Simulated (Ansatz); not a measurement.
# FH3OSi2 (SMILES F[Si]O[SiH3]): energies and forces away from the minimum

How good are functionals off equilibrium? 2 randomly displaced structures are computed with CCSD(T) and cheaper methods.

Computed with Ansatz 0.2.0, Gaussian basis. Level: single points with forces in def2-TZVPP.

Levels: PBE-D4, r2SCAN-D4, PBE0-D4, wB97M-V, Hartree-Fock, MP2, CCSD, CCSD(T). Each coordinate is moved by a Gaussian draw of the width named (0.7 of it for atoms other than hydrogen): 0.12, 0.06 Å.

Cores are frozen in the correlated methods.

9 further runs of the same task are left out: 9 set aside as unsound or not needed.

## 1. Where the work starts

The minimum, relaxed at PBE0-D4: SMILES `F[Si]O[SiH3]`, 7 atoms, charge 0, spin multiplicity 1.

Atoms are counted from 1 here; the program's logs count them from 0.

Bond lengths: F1–Si2 1.617 Å, Si2–O3 1.630 Å, O3–Si4 1.657 Å, Si4–H5 1.482 Å, Si4–H6 1.483 Å, Si4–H7 1.483 Å. Angles: F1–Si2–O3 101.9°, Si2–O3–Si4 146.4°, O3–Si4–H5 107.7°, O3–Si4–H6 109.7°, O3–Si4–H7 109.7°, H5–Si4–H6 109.9°, H5–Si4–H7 109.9°, H6–Si4–H7 109.9°.

As a file:

```mol
FH3OSi2
  3D, bonds by distance, orders not assigned

  7  6  0  0  0  0  0  0  0  0999 V2000
    0.6393   -1.8295    1.6087 F   0  0
   -0.4287   -2.1655    0.4415 Si  0  0
   -0.5383   -0.7365   -0.3346 O   0  0
   -0.0256    0.8371   -0.4067 Si  0  0
   -0.7051    1.4807   -1.5555 H   0  0
   -0.3857    1.5378    0.8500 H   0  0
    1.4440    0.8758   -0.6033 H   0  0
  1  2  8  0
  2  3  8  0
  3  4  8  0
  4  5  8  0
  4  6  8  0
  4  7  8  0
M  END
```

Energies of the minimum (eV), from earlier single points: PBE-D4 -20560.87564, r2SCAN-D4 -20570.17875, PBE0-D4 -20562.32968, B3LYP-D4 -20575.33903, wB97M-V -20571.60569, CCSD(T) -20542.07931.

## 2. Structure 1, width 0.12 Å

File ccsdt-tzvpp/in.yaml:

```yaml
crystal:
  periodic: [false, false, false]
  atoms:
    - {symbol: F, position_ang: [0.707339, -1.845050, 1.590103]}
    - {symbol: Si, position_ang: [-0.601358, -2.101085, 0.547466]}
    - {symbol: O, position_ang: [-0.482270, -0.765989, -0.291680]}
    - {symbol: Si, position_ang: [-0.172856, 0.799164, -0.471265]}
    - {symbol: H, position_ang: [-0.810081, 1.475213, -1.630532]}
    - {symbol: H, position_ang: [-0.383384, 1.219334, 0.978552]}
    - {symbol: H, position_ang: [1.543771, 0.966923, -0.428522]}
basis:
  gaussian: {orbitals: def2-TZVPP}
correlation: {method: ccsd_t}
output: {forces: true}
```

No record of the launch command was kept for these runs.

Output, cut to the lines that bear on the results:

```text
Functional definition: HF
  name "HF"
  cite "Fock, Z. Phys. 61, 126 (1930) doi:10.1007/BF01340294"
  parent pbe
[...]
1125 factors; integrals over basis functions are off by at most 1.2e-3 eV
[...]
mean field -20520.39100348 eV, -754.1104601573 hartree, gradient 3.4e-6 eV, S^2 0.000000; 0 other end points of the search recorded, 0 dependent functions left out
12 core orbitals not correlated: weight in the atoms' cores, before any rotation towards them, 1.000 or more for the frozen orbitals, at most 0.000 for the correlated occupied ones
reference -20520.39100348 eV, -754.1104601573 hartree; 12, 12 occupied and 164, 164 virtual orbitals, 1125 factors
second order -19.20061723 eV of doubles, -0.00000000 eV of singles
cycle   1  -19.38148067 eV  change   -1.8e-1 eV  update   1.1e-1
[...]
cycle  11  -20.05155746 eV  change    1.1e-5 eV  update   3.8e-6
perturbative correction -0.68160072 eV, -0.0250483643 hartree
[...]
working
working
Total energy: -20541.12416165 eV, -754.8723896667 hartree
Atom 0 at     0.707339    -1.845050     1.590103 Å, force    -1.409908    -0.491846    -0.935062 eV/Å
Atom 1 at    -0.601358    -2.101085     0.547466 Å, force     1.545252    -1.022384     2.007552 eV/Å
Atom 2 at    -0.482270    -0.765989    -0.291680 Å, force    -0.817332    -0.315914    -1.713893 eV/Å
Atom 3 at    -0.172856     0.799164    -0.471265 Å, force     3.807987     1.566034     1.963640 eV/Å
Atom 4 at    -0.810081     1.475213    -1.630532 Å, force    -0.041596    -0.209433     0.321618 eV/Å
Atom 5 at    -0.383384     1.219334     0.978552 Å, force    -0.524720     0.623481    -0.974984 eV/Å
Atom 6 at     1.543771     0.966923    -0.428522 Å, force    -2.559683    -0.149938    -0.668871 eV/Å
Dipole moment:    -0.357702     0.151386    -0.334513 e Å
```

Wall time 2.6 min (4 threads, shared host); peak memory 3.7 GiB.

The other levels were run on the same coordinates; their logs were not kept, and their results stand in the tables.

```csv
method,RMS force component (eV/Å),RMS error against CCSD(T) (eV/Å),angle to CCSD(T) forces (°),dipole (D)
PBE-D4,1.334,0.272,10.3,2.28
r2SCAN-D4,1.379,0.077,1.6,2.37
PBE0-D4,1.373,0.085,1.8,2.42
wB97M-V,1.420,0.080,3.0,2.50
CCSD(T),1.445,reference,reference,2.46
```

## 3. Structure 2, width 0.06 Å

File ccsdt-tzvpp/in.yaml:

```yaml
crystal:
  periodic: [false, false, false]
  atoms:
    - {symbol: F, position_ang: [0.558260, -1.774367, 1.640605]}
    - {symbol: Si, position_ang: [-0.503974, -2.118410, 0.510130]}
    - {symbol: O, position_ang: [-0.525701, -0.765942, -0.395433]}
    - {symbol: Si, position_ang: [-0.041081, 0.884455, -0.402033]}
    - {symbol: H, position_ang: [-0.680419, 1.490133, -1.550163]}
    - {symbol: H, position_ang: [-0.459439, 1.509232, 0.832275]}
    - {symbol: H, position_ang: [1.340369, 0.821468, -0.645509]}
basis:
  gaussian: {orbitals: def2-TZVPP}
correlation: {method: ccsd_t}
output: {forces: true}
```

Output, cut to the lines that bear on the results:

```text
[... 4 set-up lines as earlier in the session ...]
[...]
1122 factors; integrals over basis functions are off by at most 1.6e-3 eV
[...]
mean field -20521.22032152 eV, -754.1409370333 hartree, gradient 5.0e-6 eV, S^2 0.000000; 0 other end points of the search recorded, 0 dependent functions left out
12 core orbitals not correlated: weight in the atoms' cores, before any rotation towards them, 1.000 or more for the frozen orbitals, at most 0.000 for the correlated occupied ones
reference -20521.22032152 eV, -754.1409370333 hartree; 12, 12 occupied and 164, 164 virtual orbitals, 1122 factors
second order -19.21598373 eV of doubles, -0.00000000 eV of singles
cycle   1  -19.36475218 eV  change   -1.5e-1 eV  update   1.1e-1
[...]
cycle  10  -20.01123104 eV  change   -1.4e-6 eV  update   8.7e-6
perturbative correction -0.67694624 eV, -0.0248773155 hartree
[...]
working
Total energy: -20541.90849881 eV, -754.9012135255 hartree
Atom 0 at     0.558260    -1.774367     1.640605 Å, force     0.627898     0.229348     0.713617 eV/Å
Atom 1 at    -0.503974    -2.118410     0.510130 Å, force    -0.591401    -0.312680    -0.673437 eV/Å
Atom 2 at    -0.525701    -0.765942    -0.395433 Å, force     0.064703     1.314911     0.070814 eV/Å
Atom 3 at    -0.041081     0.884455    -0.402033 Å, force    -1.344128    -2.169877    -0.281930 eV/Å
Atom 4 at    -0.680419     1.490133    -1.550163 Å, force    -0.343459     0.344727    -0.346565 eV/Å
Atom 5 at    -0.459439     1.509232     0.832275 Å, force    -0.019299     0.314556     0.510322 eV/Å
Atom 6 at     1.340369     0.821468    -0.645509 Å, force     1.605685     0.279015     0.007180 eV/Å
Dipole moment:    -0.012904     0.293983    -0.087298 e Å
```

It took 2.3 min on 4 threads, shared host; peak memory 3.7 GiB.

```csv
method,RMS force component (eV/Å),RMS error against CCSD(T) (eV/Å),angle to CCSD(T) forces (°),dipole (D)
PBE-D4,0.896,0.241,15.1,1.42
r2SCAN-D4,0.821,0.040,2.6,1.52
PBE0-D4,0.834,0.062,3.8,1.48
wB97M-V,0.806,0.071,5.0,1.39
CCSD(T),0.804,reference,reference,1.47
```

## 4. All structures together

Energy above the minimum (kcal/mol):

```csv
structure,width (Å),PBE-D4,r2SCAN-D4,PBE0-D4,wB97M-V,Hartree-Fock,MP2,CCSD,CCSD(T)
1,0.12,19.1,20.7,20.5,21.7,23.5,23.1,22.2,22.0
2,0.06,4.6,4.2,4.4,3.8,4.3,3.6,4.0,3.9
```

What each level costs and misses (shared host):

```csv
method,mean energy error from CCSD(T) (kcal/mol),mean time a point
PBE-D4,1.8,1.6 s
r2SCAN-D4,0.8,2.6 s
PBE0-D4,1.0,2.3 s
wB97M-V,0.2,5.8 s
Hartree-Fock,0.9,part of the CCSD(T) run
MP2,0.7,part of the CCSD(T) run
CCSD,0.1,part of the CCSD(T) run
CCSD(T),0,2.4 min
```

The best functional, wB97M-V, misses by 0.2 kcal/mol and takes 5.8 s a point, against 2.4 min for CCSD(T).

## 5. Summary of results

```
                         quantity                                                                                              value
energy above the minimum, CCSD(T)                                                                                 22.0, 3.9 kcal/mol
                mean energy error  PBE-D4 1.8, r2SCAN-D4 0.8, PBE0-D4 1.0, wB97M-V 0.2, Hartree-Fock 0.9, MP2 0.7, CCSD 0.1 kcal/mol
             mean RMS force error                                   PBE-D4 0.257, r2SCAN-D4 0.059, PBE0-D4 0.073, wB97M-V 0.075 eV/Å
            largest T1 diagnostic                                                                                              0.015
```

CCSD gives the best energies and PBE-D4 the worst. For forces r2SCAN-D4 is best, off by 5 % of the typical force, and PBE-D4 worst (23 %); with few structures and a triple-zeta reference, gaps of a few points rank nothing.
